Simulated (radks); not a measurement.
# Gd inside a hard spherical wall

What does compression do to the levels of Gd? A hard sphere of shrinking radius stands in for pressure; the configuration is held at [Xe] 4f7 5d1 6s2.

Program: radks (a radial shooting solver on a logarithmic mesh, Libxc functionals) version 1. Level of theory: scalar-relativistic Kohn-Sham, PBE, spin-unpolarised, spherical densities, finite nucleus. These are calculated values, not measurements, unless marked.

## (1) The atom as given

| Quantity | Value |
| --- | --- |
| element | gadolinium (Z = 64) |
| charge | 0 |
| electrons | 64 |
| configuration | [Xe] 4f7 5d1 6s2 |
| nuclear rms radius | 5.1569 fm |

The outer shells:

Gd
```
[Xe] core
4f [↑ ][↑ ][↑ ][↑ ][↑ ][↑ ][↑ ]
5d [↑ ][  ][  ][  ][  ]
6s [↑↓]
```

## (2) The free atom

The run's settings:

```text
Z 64
configuration [Xe] 4f7 5d1 6s2 6p0 7s0 5f0
relativity scalar-relativistic
functional pbe,pbe
spin unpolarised
nucleus finite rms 5.1569 fm
c 137.035999084
```

## (3) Wall at 20 bohr

Changes since step 2:

```diff
@@ -6,2 +6,3 @@
 nucleus finite rms 5.1569 fm
+wall 20 bohr
 c 137.035999084
```

## (4) Wall at 15 bohr

Changes since step 3:

```diff
@@ -6,3 +6,3 @@
 nucleus finite rms 5.1569 fm
-wall 20 bohr
+wall 15 bohr
 c 137.035999084
```

## (5) Wall at 10 bohr

Changes since step 4:

```diff
@@ -6,3 +6,3 @@
 nucleus finite rms 5.1569 fm
-wall 15 bohr
+wall 10 bohr
 c 137.035999084
```

## (6) Wall at 7 bohr

Changes since step 5:

```diff
@@ -6,3 +6,3 @@
 nucleus finite rms 5.1569 fm
-wall 10 bohr
+wall 7 bohr
 c 137.035999084
```

## (7) Wall at 5 bohr

Changes since step 6:

```diff
@@ -6,3 +6,3 @@
 nucleus finite rms 5.1569 fm
-wall 7 bohr
+wall 5 bohr
 c 137.035999084
```

## (8) Wall at 4 bohr

Changes since step 7:

```diff
@@ -6,3 +6,3 @@
 nucleus finite rms 5.1569 fm
-wall 5 bohr
+wall 4 bohr
 c 137.035999084
```

## (9) Wall at 2 bohr

Changes since step 8:

```diff
@@ -6,3 +6,3 @@
 nucleus finite rms 5.1569 fm
-wall 4 bohr
+wall 2 bohr
 c 137.035999084
```

## (10) Wall at 1.5 bohr

Changes since step 9:

```diff
@@ -6,3 +6,3 @@
 nucleus finite rms 5.1569 fm
-wall 2 bohr
+wall 1.5 bohr
 c 137.035999084
```

Q: Predict the outcome of this session. Wanted: for each run, R; E − E(free); ε(5d); ε(6p, empty); ε(7s, empty); ε(5f, empty); pressure.

**Answer**, as computed:

```
R (bohr)  E − E(free) (eV)  ε(5d) (eV)  ε(6p, empty) (eV)  ε(7s, empty) (eV)  ε(5f, empty) (eV)  pressure (GPa)
    free             0.000      -2.534             -1.333                  -                  -               0
      20             0.000      -2.534             -1.333             -0.004              1.303        < 0.0001
      15             0.000      -2.532             -1.322              0.311              2.011        0.000151
      10             0.063      -2.400             -1.024              2.421              4.108          0.0535
       7             1.181      -1.360              0.905              9.822              8.516            2.01
       5             8.598       1.950              8.148             30.838             17.854            30.9
       4            26.188       6.896             20.711             62.156             29.323             170
       2            637.55      91.530             231.58             477.58             155.49           29435
     1.5            2106.7      239.28             558.88             1057.4             321.63          216443
```

At the tightest wall, 1.5 bohr, the energy stands 2106.7 eV above the free atom and the pressure, −dE/dV, is 216443 GPa. Of the levels in the table that exist at both ends, 6p (empty) rises most from the free atom (560.21 eV). From R = 5 bohr inwards the highest occupied level lies above zero, pushed up by confinement. Shells are not refilled when levels cross, and a hard wall is a model, not a crystal.
